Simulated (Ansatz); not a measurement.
# PbF2 with a defect (F vacancy): a single-point run

Wanted: field gradients for PbF2 with a defect (F vacancy).

Computed with Ansatz 0.2.0 (DFT, PBE, plane-wave PAW, default files, scalar-relativistic, unless a step's input says otherwise).

### Step 1. The system as given

Symmetry: F-43m, No. 216, cubic system. Conventional cell: a = 11.832 Å, b = 11.832 Å, c = 11.832 Å, α = 90.00°, β = 90.00°, γ = 90.00°. Pb (site symmetry 3m) has 8 F at 2.56 Å as nearest neighbours. Around Pb (site symmetry 3m) lie 7 F at 2.56 Å. Around F (site symmetry 2mm) lie 4 Pb at 2.56 Å. Around F (site symmetry -43m) lie 4 Pb at 2.56 Å.

Coordinates:

```
Pb F
1.0
     0.00000    5.91590    5.91590
     5.91590    0.00000    5.91590
     5.91590    5.91590    0.00000
Pb F
8 15
Cartesian
  0.0000 0.0000 0.0000
  2.9579 2.9579 0.0000
  2.9579 0.0000 2.9579
  5.9159 2.9579 2.9579
  0.0000 2.9579 2.9579
  2.9579 5.9159 2.9579
  2.9579 2.9579 5.9159
  5.9159 5.9159 5.9159
  7.3949 7.3949 4.4369
  7.3949 4.4369 7.3949
  10.3528 7.3949 7.3949
  4.4369 7.3949 7.3949
  7.3949 10.3528 7.3949
  7.3949 7.3949 10.3528
  10.3528 10.3528 10.3528
  1.4790 1.4790 1.4790
  4.4369 4.4369 1.4790
  4.4369 1.4790 4.4369
  7.3949 4.4369 4.4369
  1.4790 4.4369 4.4369
  4.4369 7.3949 4.4369
  4.4369 4.4369 7.3949
  7.3949 7.3949 7.3949
```

### Step 2. Running it

input.yaml reads:

```yaml
crystal:
  lattice:
    - [0.0, 5.9158968646, 5.9158968646]
    - [5.9158968646, 0.0, 5.9158968646]
    - [5.9158968646, 5.9158968646, 0.0]
  atoms:
    - { symbol: Pb, position: [0.0, 0.0, 0.0] }
    - { symbol: Pb, position: [0.0, 0.0, 0.5] }
    - { symbol: Pb, position: [0.0, 0.5, 0.0] }
    - { symbol: Pb, position: [0.0, 0.5, 0.5], spin: 0.5 }
    - { symbol: Pb, position: [0.5, 0.0, 0.0] }
    - { symbol: Pb, position: [0.5, 0.0, 0.5], spin: 0.5 }
    - { symbol: Pb, position: [0.5, 0.5, 0.0], spin: 0.5 }
    - { symbol: Pb, position: [0.5, 0.5, 0.5], spin: 0.5 }
    - { symbol: F, position: [0.375, 0.375, 0.875] }
    - { symbol: F, position: [0.375, 0.875, 0.375] }
    - { symbol: F, position: [0.375, 0.875, 0.875] }
    - { symbol: F, position: [0.875, 0.375, 0.375] }
    - { symbol: F, position: [0.875, 0.375, 0.875] }
    - { symbol: F, position: [0.875, 0.875, 0.375] }
    - { symbol: F, position: [0.875, 0.875, 0.875] }
    - { symbol: F, position: [0.125, 0.125, 0.125] }
    - { symbol: F, position: [0.125, 0.125, 0.625] }
    - { symbol: F, position: [0.125, 0.625, 0.125] }
    - { symbol: F, position: [0.125, 0.625, 0.625] }
    - { symbol: F, position: [0.625, 0.125, 0.125] }
    - { symbol: F, position: [0.625, 0.125, 0.625] }
    - { symbol: F, position: [0.625, 0.625, 0.125] }
    - { symbol: F, position: [0.625, 0.625, 0.625] }
magnetization:
  spin_polarized: true
kpoints:
  mp_grid: { grid: [1, 1, 1] }
scf:
  occupations: { method: fermi_dirac, width: 0.01 }
  max_iter: 60
hamiltonian:
  xc: pbe
  pseudopotentials: { kind: paw }
output:
  forces: true
  stress: true
  populations: true
  efg: { contact_densities: true }
```

The run is started by

```console
> ansatz run input.yaml --threads 1 --pin off --max-ram 3072MiB --backend cpu --events-out ev --progress --plain --runs-dir out
```

**Question.** How will this run end, and is anything wrong with its input?

The run converged and reported no error, with warnings (gradients without spin orbit, stability check not made). That alone doesn't make the input a sound one.

The suspect setting: kpoints.mp_grid.grid is [1, 1, 1]. The zone is sampled at a single point, which suits only large cells or molecules.

To check: set kpoints.mp_grid.grid to [3, 3, 3].
